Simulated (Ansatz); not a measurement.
# KRh: convergence with LAPW's basis error target

An exercise on one series of results from a longer session: the logs are not shown, and one member is left open.

Computed with Ansatz 0.2.0 (DFT, LDA, all-electron LAPW, scalar-relativistic, unless a step's input says otherwise).

1 further run of the same task is left out (set aside as unsound or not needed).

### The starting structure

It takes space group P4/mmm (No. 123, tetragonal). The conventional cell has a = 2.697 Å, b = 2.697 Å, c = 5.172 Å, α = 90.00°, β = 90.00°, γ = 90.00°. K (site symmetry 4/mmm) is surrounded by 4 K at 2.70 Å. Rh (site symmetry 4/mmm) has 4 Rh at 2.70 Å as nearest neighbours.

As a file:

```cif
data_structure
_symmetry_space_group_name_H-M 'P4/mmm'
_symmetry_Int_Tables_number 123
_cell_length_a 2.6967
_cell_length_b 2.6967
_cell_length_c 5.1722
_cell_angle_alpha 90.000
_cell_angle_beta 90.000
_cell_angle_gamma 90.000
_cell_volume 37.61
loop_
_atom_site_label
_atom_site_type_symbol
_atom_site_symmetry_multiplicity
_atom_site_Wyckoff_symbol
_atom_site_fract_x
_atom_site_fract_y
_atom_site_fract_z
_atom_site_occupancy
K1 K 1 a 0.00000 0.00000 0.00000 1
Rh1 Rh 1 d 0.50000 0.50000 0.50000 1
```

The file gives the conventional cell by its symmetry; the runs use the cell typed in the input.

The structure (L10 type) was typed from a prototype and relaxed by PAW; whether it is the ground state wasn't tested.

Atoms are numbered in the order of the input: K1, Rh2.

Set-up of the first run:

File input.yaml:

```yaml
crystal:
  lattice:
    - [2.6966974211, 0.0, 0.0]
    - [0.0, 2.6966974211, 0.0]
    - [0.0, 0.0, 5.1721604098]
  atoms:
    - { symbol: K, position: [0.0, 0.0, 0.0] }
    - { symbol: Rh, position: [0.5, 0.5, 0.5] }
kpoints:
  mp_grid: { grid: [9, 9, 7] }
scf:
  occupations: { method: fermi_dirac, width: 0.05 }
hamiltonian:
  xc: lda
  pseudopotentials: { kind: all_electron, lapw: { basis_error: 0.03 } }
output:
  forces: true
  stress: true
  eigenvalues: true
```

Command:

```sh
ansatz run input.yaml --threads 1 --pin off --max-ram 2048MiB --backend cpu --events-out ev --progress --plain --runs-dir out
```

Steps of the session up to this table: With basis error target 0.03 eV/atom; With basis error target 0.01 eV/atom; With basis error target 0.003 eV/atom; With basis error target 0.0001 eV/atom.

One of the session's tables, all rows but one given; the rest of the session is left out.

It belongs to the step «The sweep in one table». 

```
basis error target (eV/atom)  pressure (GPa)
                        0.03            0.04
                        0.01               ?
                       0.003            0.01
                      0.0001            0.01
```

**Question.** Estimate the row for basis error target (eV/atom) = 0.01.

Worked estimate for «pressure (GPa)». A straight line through the neighbours (0.03, 0.04) and (0.003, 0.01) gives 0.04 + (0.01 − 0.04) × (0.01 − 0.03) / (0.003 − 0.03) = 0.02; a parabola fitted to 3 rows on both sides gives 0.01.

**Answer.** pressure (GPa): 0.02. In «pressure (GPa)» the line misses by 0.00 and the parabola by -0.01.

Energies are those extrapolated to zero smearing.
